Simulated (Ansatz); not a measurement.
# C₄H₆Cl₂Si: up Jacob's ladder to CCSD(T)

An exercise on one series of results from a longer session: the logs are not shown, and one member is left open.

Computed with Ansatz 0.2.0, Gaussian basis. Level: functionals in def2-TZVPP, the program's frozen cores in correlated methods.

Plan: LDA (SPW92), PBE-D4, revPBE-D4, BLYP-D4, r2SCAN-D4, B97M-V, PBE0-D4, B3LYP-D4, r2SCANh-D4, r2SCAN0-D4, HSE06-D4, BHLYP-D4, CAM-B3LYP-D4, LC-ωPBE, ωB97X-V, ωB97M-V, B2PLYP, PBE-QIDH; CCSD(T)/def2-SVP; MP2/def2-TZVPP; MP2/def2-QZVPP; RPA on PBE.

## The geometry

All runs share one geometry, relaxed beforehand with PBE0-D4 in a triple-zeta def2 set.

SMILES `C=C[Si](Cl)(Cl)C=C`, 13 atoms, charge 0, spin multiplicity 1.

Atoms are counted from 1 here; the program's logs count them from 0.

Bond lengths: C1–C2 1.330 Å, C1–H8 1.086 Å, C1–H9 1.086 Å, C2–Si3 1.848 Å, C2–H10 1.088 Å, Si3–Cl4 2.055 Å, Si3–Cl5 2.055 Å, Si3–C6 1.847 Å, C6–C7 1.330 Å, C6–H11 1.088 Å, C7–H12 1.086 Å, C7–H13 1.086 Å. Angles: C2–C1–H8 122.0°, C2–C1–H9 121.8°, H8–C1–H9 116.1°, C1–C2–Si3 123.5°, C1–C2–H10 119.0°, Si3–C2–H10 117.5°, C2–Si3–Cl4 107.8°, C2–Si3–Cl5 110.0°, C2–Si3–C6 114.6°, Cl4–Si3–Cl5 106.9°, Cl4–Si3–C6 109.7°, Cl5–Si3–C6 107.6°, Si3–C6–C7 123.7°, Si3–C6–H11 117.3°, C7–C6–H11 118.9°, C6–C7–H12 122.0°, C6–C7–H13 121.8°, H12–C7–H13 116.2°.

Set-up of the first run:

in.yaml

```yaml
crystal:
  periodic: [false, false, false]
  atoms:
    - {symbol: C, position_ang: [0.702457, -0.094714, 1.869407]}
    - {symbol: C, position_ang: [0.160175, 0.942367, 1.237536]}
    - {symbol: Si, position_ang: [0.045160, 1.068306, -0.602546]}
    - {symbol: Cl, position_ang: [-1.509636, 2.335313, -1.047983]}
    - {symbol: Cl, position_ang: [1.751761, 1.930755, -1.355183]}
    - {symbol: C, position_ang: [-0.195722, -0.544106, -1.470317]}
    - {symbol: C, position_ang: [-0.742990, -1.614064, -0.900797]}
    - {symbol: H, position_ang: [1.104938, -0.949210, 1.333597]}
    - {symbol: H, position_ang: [0.774333, -0.131834, 2.952530]}
    - {symbol: H, position_ang: [-0.222053, 1.775448, 1.823731]}
    - {symbol: H, position_ang: [0.115310, -0.602731, -2.511513]}
    - {symbol: H, position_ang: [-1.075941, -1.608151, 0.132587]}
    - {symbol: H, position_ang: [-0.887391, -2.542079, -1.446351]}
basis:
  gaussian: {orbitals: def2-TZVPP}
hamiltonian: {xc: lda}
output: {orbitals: {seedname: orbitals}}
```

Started as:

```console
$ ansatz run in.yaml --threads 4 --pin off --events-out ev --progress --plain --max-ram 11315MiB
```

Among the steps run: LDA; PBE-D4 (GGA); revPBE-D4 (GGA); BLYP-D4 (GGA); r2SCAN-D4 (meta-GGA); B97M-V (meta-GGA); B3LYP-D4 (hybrid); r2SCANh-D4 (hybrid); r2SCAN0-D4 (hybrid); HSE06-D4 (hybrid); BHLYP-D4 (hybrid); CAM-B3LYP-D4 (range-separated); LC-ωPBE (range-separated); ωB97X-V (range-separated); ωB97M-V (range-separated); B2PLYP (double hybrid); PBE-QIDH (double hybrid).

One of the session's tables, all rows but one given; the rest of the session is left out.

It belongs to the step «Orbital energies across the functionals». 

```
  functional  HOMO (eV)  gap (eV)
 LDA (SPW92)      -7.32      5.00
      PBE-D4      -7.16      5.09
   revPBE-D4      -7.09      5.12
     BLYP-D4      -6.97      5.08
   r2SCAN-D4          ?         ?
      B97M-V      -7.42      5.62
     PBE0-D4      -8.35      7.25
    B3LYP-D4      -8.08      6.80
  r2SCANh-D4      -7.86      6.33
  r2SCAN0-D4      -8.51      7.51
    HSE06-D4      -7.94      6.46
    BHLYP-D4      -9.31      9.33
CAM-B3LYP-D4      -9.66      9.73
     LC-ωPBE     -11.12     12.30
     ωB97X-V     -10.70     11.81
     ωB97M-V     -10.58     11.57
```

Q: Estimate the row for r2SCAN-D4 from the others.

Worked estimate for «HOMO (eV)». Against the share of exact exchange, r2SCANh-D4 (0.1, -7.86), r2SCAN0-D4 (0.25, -8.51) give a slope of -4.33 per unit share; at 0 the line stands at -7.43.

As computed: HOMO (eV): -7.42; gap (eV): 5.53. In «HOMO (eV)» the line misses by -0.01.
